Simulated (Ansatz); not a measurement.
# Sc: the cost of one run

Computed with Ansatz 0.2.0 (DFT PBEsol, scalar-relativistic, unless a step's input says otherwise).

**1. The system as given**

The structure is cubic, space group Fm-3m (No. 225). The conventional cell has a = 4.541 Å, b = 4.541 Å, c = 4.541 Å, α = 90.00°, β = 90.00°, γ = 90.00°. Sc (site symmetry m-3m) has 12 Sc at 3.21 Å as nearest neighbours.

As a file:

```xyz
1
Lattice="0.0000 2.2705 2.2705 2.2705 0.0000 2.2705 2.2705 2.2705 0.0000" Properties=species:S:1:pos:R:3 pbc="T T T"
Sc    0.0000    0.0000    0.0000
```

**2. After the deformation**

Space group Fm-3m before, I4/mmm after.

**3. Full-potential LAPW**

input.yaml reads:

```yaml
crystal:
  lattice:
    - [0.0, 2.31591, 2.2705]
    - [2.31591, 0.0, 2.2705]
    - [2.31591, 2.31591, 0.0]
  atoms:
    - { symbol: Sc, position: [0.0, 0.0, 0.0] }
kpoints:
  mp_grid: { grid: [12, 12, 12] }
  band_path:
    path:
      - [0.0, 0.0, 0.0]
      - [0.0, 0.5, 0.5]
      - [0.25, 0.75, 0.5]
      - [0.0, 0.5, 0.0]
      - [0.0, 0.0, 0.0]
      - [0.5, 0.5, 0.0]
      - [0.38005, 0.61995, 0.0]
      - [-0.38005, 0.38005, 0.0]
      - [0.0, 0.0, 0.0]
    npoints: 5
scf:
  occupations: { method: fermi_dirac, width: 0.03 }
hamiltonian:
  xc: pbesol
  pseudopotentials: { kind: all_electron, lapw: { basis_error: 0.00025 } }
output:
  forces: true
  stress: true
  eigenvalues: true
```

Command:

```console
> ansatz run input.yaml --threads 1 --pin off --max-ram 3072MiB --backend cpu --events-out ev --progress --plain --runs-dir out
```

Q: Estimate wall time and peak memory on 1 thread of Intel Xeon 6975P-C (Granite Rapids), shared host.

About 5 s, with a peak of 0.33 GiB.
